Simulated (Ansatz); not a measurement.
Input of an Ansatz 0.2.0 run:

input.yaml

```yaml
crystal:
  lattice:
    - [2.8449990154, 0.0, 0.0]
    - [-1.4224995077, 2.4638414211, 0.0]
    - [0.0, 0.0, 22.909516]
  atoms:
    - { symbol: O, position: [0.0, 0.0, 0.3273748778] }
    - { symbol: Co, position: [0.3333333333, 0.6666666667, 0.3699230486] }
    - { symbol: O, position: [0.6666666667, 0.3333333333, 0.4124712194] }
    - { symbol: Pd, position: [0.6666666667, 0.3333333333, 0.5] }
    - { symbol: O, position: [0.6666666667, 0.3333333333, 0.5875287806] }
    - { symbol: Co, position: [0.0, 0.0, 0.6300769514] }
    - { symbol: O, position: [0.3333333333, 0.6666666667, 0.6726251222] }
hamiltonian:
  xc: pbe
  pseudopotentials: { kind: paw }
kpoints:
  mp_grid: { grid: [11, 11, 1] }
scf:
  occupations: { method: fermi_dirac, width: 0.05 }
output:
  forces: true
  eigenvalues: true
efield:
  axis: 3
  dipole_correction: true
  ramp_width: 0.04
```

Potentials or basis: Ansatz PAW.

Run with:

```sh
$ ansatz run input.yaml --threads 4 --pin off --max-ram 11264MiB --backend cpu --events-out ev --progress --plain --runs-dir out
```

Task: What does it give for the largest force?

Result: 1.424 eV/Å.

Task: Estimate the work function of the lower face.

Result: 7.72 eV.

Task: What does it give for the band gap on the k mesh?

Result: None (metal or under the smearing width).

Forces in eV/Å, atoms in the order of the input:
```
O    0.000  0.000  1.306
Co   0.000  0.000 -1.424
O    0.000  0.000  0.042
Pd   0.000  0.000  0.000
O    0.000  0.000 -0.042
Co   0.000  0.000  1.424
O    0.000  0.000 -1.306
```

Caveat: the run has no spin polarisation, though such a crystal can be magnetic; semilocal functionals often make such compounds metallic where correlation or magnetic order opens a gap, which also shifts bond lengths. Spin polarisation is off, so any magnetic state and its effect on volume and gap are missing.
